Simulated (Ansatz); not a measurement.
# ReSb (rocksalt type): how the settings move a single-point run

Aim: see which settings change the result for ReSb (rocksalt type), by how much, and at what cost.

Method: reference: DFT, LDA, all-electron LAPW, scalar-relativistic, in Ansatz 0.2.0.

## (1) The structure to begin with

The structure is cubic, space group Fm-3m (No. 225). The conventional cell has a = 4.944 Å, b = 4.944 Å, c = 4.944 Å, α = 90.00°, β = 90.00°, γ = 90.00°. Around Re (site symmetry m-3m) lie 6 Sb at 2.47 Å. Sb (site symmetry m-3m) has 6 Re at 2.47 Å in its first shell of neighbours.

Structure file:

```
Re Sb
1.0
     0.00000    2.47196    2.47196
     2.47196    0.00000    2.47196
     2.47196    2.47196    0.00000
Re Sb
1 1
Direct
  0.00000 0.00000 0.00000
  0.50000 0.50000 0.50000
```

## (2) Reference

input.yaml

```yaml
crystal:
  lattice:
    - [0.0, 2.4719632461, 2.4719632461]
    - [2.4719632461, 0.0, 2.4719632461]
    - [2.4719632461, 2.4719632461, 0.0]
  atoms:
    - { symbol: Re, position: [0.0, 0.0, 0.0] }
    - { symbol: Sb, position: [0.5, 0.5, 0.5] }
kpoints:
  mp_grid: { grid: [12, 12, 12] }
scf:
  occupations: { method: fermi_dirac, width: 0.08 }
hamiltonian:
  xc: lda
  pseudopotentials: { kind: all_electron, lapw: { basis_error: 0.001 } }
output:
  forces: true
  stress: true
  eigenvalues: true
  populations: true
```

Started as:

```
ansatz run input.yaml --threads 1 --pin off --max-ram 2048MiB --backend cpu --events-out ev --progress --plain --runs-dir out
```

## (3) Variant: occupations.method methfessel_paxton, occupations.width 0.1

input.yaml, as its differences from that of step 2:

```diff
@@ -11,3 +11,3 @@
 scf:
-  occupations: { method: fermi_dirac, width: 0.08 }
+  occupations: { method: methfessel_paxton, width: 0.1 }
 hamiltonian:
```

Before running it: what results should come out? Wanted: for each run, ending; energy change; pressure; gap; force.

As calculated:

```csv
run,ending,energy change,pressure (GPa),gap (eV),force (eV/Å),cycles,time
reference,converged,0,72.8,0.00,0.00,9,41 s
"1: occupations.method methfessel_paxton, occupations.width 0.1",converged,+0.3 meV/atom (σ→0),72.5,0.00,0.00,9,48 s
```

Residual by cycle in the longest SCF loop of each run; runs are numbered as in the table. The quantity is the density residual dr2, in eV.

```csv
cycle,reference,run 1
1,0.754,0.757
2,0.102,0.101
3,0.0639,0.0636
4,0.00347,0.00351
5,7.2e-4,7.2e-4
6,8.8e-5,8.8e-5
7,2.2e-5,2.2e-5
8,1.2e-6,1.1e-6
9,6.2e-8,6.1e-8
```

What this shows: Changing the smearing hardly moves the energy: +0.3 meV/atom. The structure is not at rest: the sound run finds 73 GPa, so these are no properties of the relaxed crystal. The reference leaves spin out although Re can carry a moment, so its state need not be the lowest.
